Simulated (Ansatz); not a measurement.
# FGaH₆Si (built from SMILES [F][GaH2].[SiH4]): search for a transition state

Aim: find the saddle point of a four-centre ligand exchange that is to form Ga1–Si6, F2–H5 and break Ga1–F2, H5–Si6, prove it by its vibrations, and relax downhill on both sides to see what it joins.

Computed with Ansatz 0.2.0, Gaussian basis. Level: PBE0-D4, def2-SVP first, then def2-TZVP.

152 further runs of the same task are left out: 152 set aside as unsound or not needed.

### Step 1. The starting structure

The guess: 9 atoms, charge 0, spin multiplicity 1.

Atoms are counted from 1 here; the program's logs count them from 0.

Bond lengths: Ga1–F2 2.105 Å, Ga1–H3 1.571 Å, Ga1–H4 1.572 Å, Ga1–H5 1.771 Å, Ga1–Si6 2.484 Å, F2–H5 1.118 Å, Si6–H7 1.480 Å, Si6–H8 1.480 Å, Si6–H9 1.474 Å. Angles: F2–Ga1–H3 102.3°, F2–Ga1–H4 102.0°, F2–Ga1–H5 32.1°, F2–Ga1–Si6 86.6°, H3–Ga1–H4 111.6°, H3–Ga1–H5 117.2°, H3–Ga1–Si6 122.6°, H4–Ga1–H5 116.9°, H4–Ga1–Si6 121.8°, H5–Ga1–Si6 54.5°, Ga1–F2–H5 57.3°, Ga1–H5–F2 90.7°, Ga1–Si6–H7 117.5°, Ga1–Si6–H8 118.5°, Ga1–Si6–H9 105.2°, H7–Si6–H8 105.3°, H7–Si6–H9 104.4°, H8–Si6–H9 104.4°.

Coordinates:

```
Ga   -0.9800   -0.0243   -0.8217
F     0.7836   -0.1425   -1.9650
H    -1.7483   -1.3245   -1.2560
H    -1.6578    1.2702   -1.4008
H     0.7900   -0.0824   -0.8489
Si    0.4957    0.0536    1.1752
H     1.3969    1.2195    1.3128
H     1.3369   -1.1267    1.4771
H    -0.4170    0.1572    2.3274
```

Distances that are to change: Ga1–Si6 2.48 Å, F2–H5 1.12 Å, Ga1–F2 2.11 Å, H5–Si6 2.05 Å.

### Step 2. Constrained relaxation of the guess

hold/in.yaml

```yaml
crystal:
  periodic: [false, false, false]
  atoms:
    - {symbol: Ga, position_ang: [-0.980000, -0.024300, -0.821700]}
    - {symbol: F, position_ang: [0.783600, -0.142500, -1.965000]}
    - {symbol: H, position_ang: [-1.748300, -1.324500, -1.256000]}
    - {symbol: H, position_ang: [-1.657800, 1.270200, -1.400800]}
    - {symbol: H, position_ang: [0.790000, -0.082400, -0.848900]}
    - {symbol: Si, position_ang: [0.495700, 0.053600, 1.175200]}
    - {symbol: H, position_ang: [1.396900, 1.219500, 1.312800]}
    - {symbol: H, position_ang: [1.336900, -1.126700, 1.477100]}
    - {symbol: H, position_ang: [-0.417000, 0.157200, 2.327400]}
basis:
  gaussian: {orbitals: def2-SVP}
hamiltonian: {xc: pbe0, dispersion: d4}
relax: {f_tol: 0.04, max_steps: 150, escape_saddle: false, constraints: [{distance: [0, 5]}, {distance: [1, 4]}, {distance: [0, 1]}, {distance: [4, 5]}]}
```

On the command line:

```sh
> ansatz run in.yaml --threads 4 --pin off --events-out ev --progress --plain --max-ram 9574MiB
```

The runs that follow: Force constants to start from; Saddle search in the small basis; Saddle search in triple zeta; Checking the order of the point; Relaxing after a step of 0.30 Å one way along the mode; Relaxing after a step of 0.30 Å the other way along the mode.

Before running it: what results should come out? Wanted: imaginary mode; barrier from the start side; barrier from the end side; energy of the step; pairs that change; zero-point energy at the saddle.

The runs gave:

```
                       quantity                                                       value
                 imaginary mode                                                  1039i cm⁻¹
    barrier from the start side                                               29.9 kcal/mol
      barrier from the end side                                               15.2 kcal/mol
             energy of the step                                              +14.6 kcal/mol
              pairs that change  Ga1–Si6 formed, F2–H5 formed, Ga1–F2 broken, H5–Si6 broken
zero-point energy at the saddle                                                    1.238 eV
```

What this shows: One imaginary mode, 1039i cm⁻¹, makes this a first-order saddle. It joins the planned start and end. At PBE0-D4/def2-TZVP the electronic barrier is 29.9 kcal/mol, about 50 kT at 298 K, and the step runs 14.6 kcal/mol uphill. The barrier is thin enough for tunnelling; the leading (Wigner) term alone is a factor of 2.0 at 298 K. A step off the saddle overshot and began above it in energy, so the link to its end is likely but not proven. Lower complexes than these ends may exist.
